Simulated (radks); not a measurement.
**I⁴⁺ in [Kr] 4d8 5s2 5p1 5d2: an all-electron calculation**

An exercise on one series of results from a longer session: the logs are not shown, and one member is left open.

Method: scalar-relativistic Kohn-Sham, exchange-only LDA, spin-unpolarised, spherical densities, finite nucleus. Code: radks (a radial shooting solver on a logarithmic mesh, Libxc functionals) version 1.

### Starting point

```
element            : iodine (Z = 53)
charge             : +4
electrons          : 49
configuration      : [Kr] 4d8 5s2 5p1 5d2
nuclear rms radius : 4.75 fm
```

The outer shells:

I⁴⁺
```
[Kr] core
4d [↑↓][↑↓][↑↓][↑ ][↑ ]
5s [↑↓]
5p [↑ ][  ][  ]
5d [↑ ][↑ ][  ][  ][  ]
```

Set-up of the first run:

Settings of this run:

```text
Z 53
configuration [Kr] 4d8 5s2 5p1 5d2
relativity scalar-relativistic
functional lda,
spin unpolarised
nucleus finite rms 4.75 fm
c 137.035999084
```

Command:

```
$ python run_ks.py task.json out
```

All runs below come from this command, one after another.

Among the steps run: Self-consistent calculation.

One of the session's tables, all rows but one given; the rest of the session is left out.

It belongs to the step «Radial structure». Sizes of the orbitals, from the radial functions (bohr):

| level | <r> | outermost maximum (interpolated) | 90 % within | nodes |
| --- | --- | --- | --- | --- |
| 1s | 0.02725 | 0.0176 | 0.0490 | 0 |
| 2s | 0.1173 | 0.0992 | 0.181 | 1 |
| 2p | 0.1025 | 0.0795 | 0.167 | 0 |
| 3s | 0.3145 | 0.286 | 0.462 | 2 |
| 3p | ? | ? | ? | ? |
| 3d | 0.2885 | 0.231 | 0.453 | 0 |
| 4s | 0.7318 | 0.677 | 1.05 | 3 |
| 4p | 0.7785 | 0.709 | 1.13 | 2 |
| 4d | 0.8789 | 0.764 | 1.32 | 1 |
| 5s | 1.683 | 1.55 | 2.39 | 4 |
| 5p | 1.892 | 1.73 | 2.71 | 3 |
| 5d | 2.428 | 2.19 | 3.52 | 2 |

Q: Estimate the row for 3p from the others.

**Answer.** <r>: 0.3123; outermost maximum (interpolated): 0.280; 90 % within: 0.469; nodes: 1. In the column «<r>» it lies between 3d (0.2885) and 3s (0.3145).
